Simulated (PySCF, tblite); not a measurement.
# C7H9NOSi: geometry, infrared bands and NMR shifts

What infrared bands and NMR shifts should C7H9NOSi (`O=CN[SiH2]c1ccccc1`) show?

Programs: tblite 0.8.0 and PySCF 2.14.0, with density-fitted response routines of our own. Each step states its level of theory. These are calculated values for one molecule in the gas phase, unless marked as measured. Atoms are numbered from 0 throughout.

## Step 1: Starting geometry

19 atoms, charge 0, multiplicity 1; geometry from: force field or distance geometry start.

Bonds of the start (Å): O0–C1 1.29, C1–N2 1.42, N2–Si3 1.78, Si3–C4 1.82, C4–C5 1.40, C5–C6 1.39, C6–C7 1.39, C7–C8 1.38, C8–C9 1.39, C9–C4 1.39, C1–H10 1.08, N2–H11 1.07, Si3–H12 1.50, Si3–H13 1.50, C5–H14 1.09, C6–H15 1.10, C7–H16 1.09, C8–H17 1.10, C9–H18 1.09.

## Step 2: Relaxing the molecule with GFN2-xTB

The job: settings as JSON, then the geometry in Å.

```
{"job": {"kind": "relax", "xc": "GFN2-xTB", "basis": "xTB"}, "charge": 0, "multiplicity": 1}
O      4.340000    -0.196200     0.390100
C      3.792300     0.352200    -0.640600
N      2.375000     0.435200    -0.738400
Si     1.421700    -0.231300     0.602900
C     -0.381600    -0.091500     0.412800
C     -1.115500    -1.281300     0.314300
C     -2.496200    -1.233100     0.154400
C     -3.171600    -0.024100     0.089200
C     -2.437800     1.138200     0.175000
C     -1.058300     1.123600     0.337300
H      4.436300     0.734400    -1.412900
H      1.910900     0.883800    -1.586200
H      1.867600     0.373400     1.898200
H      1.847000    -1.662400     0.706500
H     -0.583400    -2.226400     0.376000
H     -3.032700    -2.194700     0.105500
H     -4.257000    -0.021300    -0.035700
H     -2.986200     2.087400     0.115400
H     -0.480100     2.043300     0.408400
```

On the command line:

```sh
> OMP_NUM_THREADS=1 python probes_run.py task.json out
```

One launch serves the whole session: the jobs run in the order shown.

**Question.** This job is followed by: GFN2-xTB harmonic vibrations, gas phase; GIAO PBE0/pcSseg-1 NMR shielding, non-relativistic, gas phase. What will the session give for the following? strongest single infrared mode (GFN2-xTB); zero-point energy (GFN2-xTB); ¹³C shifts against TMS (PBE0/pcSseg-1, means over atoms taken as alike); ¹H shifts against TMS (PBE0/pcSseg-1, means over atoms taken as alike); ¹⁷O shifts against H2O (PBE0/pcSseg-1); ¹⁵N shifts against NH3 (PBE0/pcSseg-1); ²⁹Si shifts against TMS (PBE0/pcSseg-1).

The runs gave:

| quantity | value |
| --- | --- |
| strongest single infrared mode (GFN2-xTB) | 1743 cm⁻¹, 544 km/mol |
| zero-point energy (GFN2-xTB) | 87.4 kcal/mol |
| ¹³C shifts against TMS (PBE0/pcSseg-1, means over atoms taken as alike) | 168.3, 140.5, 138.4, 136.2, 133.6 ppm |
| ¹H shifts against TMS (PBE0/pcSseg-1, means over atoms taken as alike) | 8.49, 7.93, 7.75, 7.71, 5.46, 4.34 ppm |
| ¹⁷O shifts against H2O (PBE0/pcSseg-1) | 451.0 ppm |
| ¹⁵N shifts against NH3 (PBE0/pcSseg-1) | 129.6 ppm |
| ²⁹Si shifts against TMS (PBE0/pcSseg-1) | -38.6 ppm |

Relaxing lowered the energy by 0.741 eV in 70 steps; the close pair that moved most is O0–C1, from 1.290 to 1.206 Å. The lowest mode is slightly imaginary (12i cm⁻¹), a soft motion within the noise of the Hessian, so the minimum is not strictly shown. The strongest single mode, at 1743 cm⁻¹, moves mainly C1 and O0. GFN2-xTB is a fitted tight-binding method: band positions and strengths are rough. Its intensities can rank the bands wrongly. At PBE0/pcSseg-1: Shielding is most anisotropic at O0 (span 698 ppm, paramagnetic term -516 ppm). NICS(1)zz of -29 ppm above the planar ring from C4 marks a diatropic (aromatic) ring current.
